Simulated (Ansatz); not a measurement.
# WOS: the cell at several levels of theory

An exercise on one series of results from a longer session: the logs are not shown, and one member is left open.

The runs shown are made with Ansatz 0.2.0. PAW datasets, plane waves, zero pressure. The calculation is spin-unpolarised, and the structure need not be a phase that has been made.

## Starting point

In-plane lattice: a = 3.284 Å, b = 3.284 Å, γ = 120.0°; thickness between the outer nuclei 3.21 Å. Around W lie 3 O at 2.48 Å and 3 S at 2.48 Å; around O lie 3 W at 2.48 Å; around S lie 3 W at 2.48 Å.

Coordinates:

```cif
data_structure
_symmetry_space_group_name_H-M 'P 1'
_symmetry_Int_Tables_number 1
_cell_length_a 3.2838
_cell_length_b 3.2838
_cell_length_c 18.0000
_cell_angle_alpha 90.000
_cell_angle_beta 90.000
_cell_angle_gamma 120.000
_cell_volume 168.09
loop_
_atom_site_label
_atom_site_type_symbol
_atom_site_fract_x
_atom_site_fract_y
_atom_site_fract_z
_atom_site_occupancy
W1 W 0.33333 0.66667 0.50000 1
O1 O 0.66667 0.33333 0.58906 1
S1 S 0.66667 0.33333 0.41094 1
```
The sheet repeats along a and b alone.

Set-up of the first run:

input.yaml

```yaml
crystal:
  lattice:
    - [3.28378185, 0.0, 0.0]
    - [-1.641890925, 2.8438385026, 0.0]
    - [0.0, 0.0, 18.0]
  atoms:
    - { symbol: W, position: [0.3333333333, 0.6666666667, 0.5] }
    - { symbol: O, position: [0.6666666667, 0.3333333333, 0.58906145] }
    - { symbol: S, position: [0.6666666667, 0.3333333333, 0.41093855] }
  periodic: [true, true, false]
kpoints:
  mp_grid: { grid: [12, 12, 1] }
hamiltonian:
  xc: pbe
scf:
  occupations: { method: fermi_dirac, width: 0.02 }
relax:
  f_tol: 0.005
  cell: {}
```

Among the steps run: Relaxation with PBE; r2SCAN: cell and atoms; Relaxing with PBEsol; Relaxing with LDA; HSE06: cell and atoms.

One of the session's tables, all rows but one given; the rest of the session is left out.

| level | a (Å) | area (Å²/atom) |
| --- | --- | --- |
| PBE | 3.005 | 2.607 |
| r2SCAN | 2.992 | 2.584 |
| PBEsol | 2.972 | 2.549 |
| LDA | ? | ? |
| HSE06 | 2.977 | 2.558 |

Q: Estimate the row for LDA from the others.

**Answer.** a (Å): 2.954; area (Å²/atom): 2.520. In the column «a (Å)» it is the lowest.

What this shows: The first relaxation changed the area by -16.2 % from the start. The area runs from LDA (least) to PBE (most), a spread of 3.5 %, or 1.7 % in length if all axes shared it alike. The meshes differ: PBE 12×12×1, r2SCAN 12×12×1, PBEsol 12×12×1, LDA 12×12×1, HSE06 6×6×1.

To keep in mind: Warnings in the runs' records: band table not solved further, slab cell height set, xc potential rough in thin density.
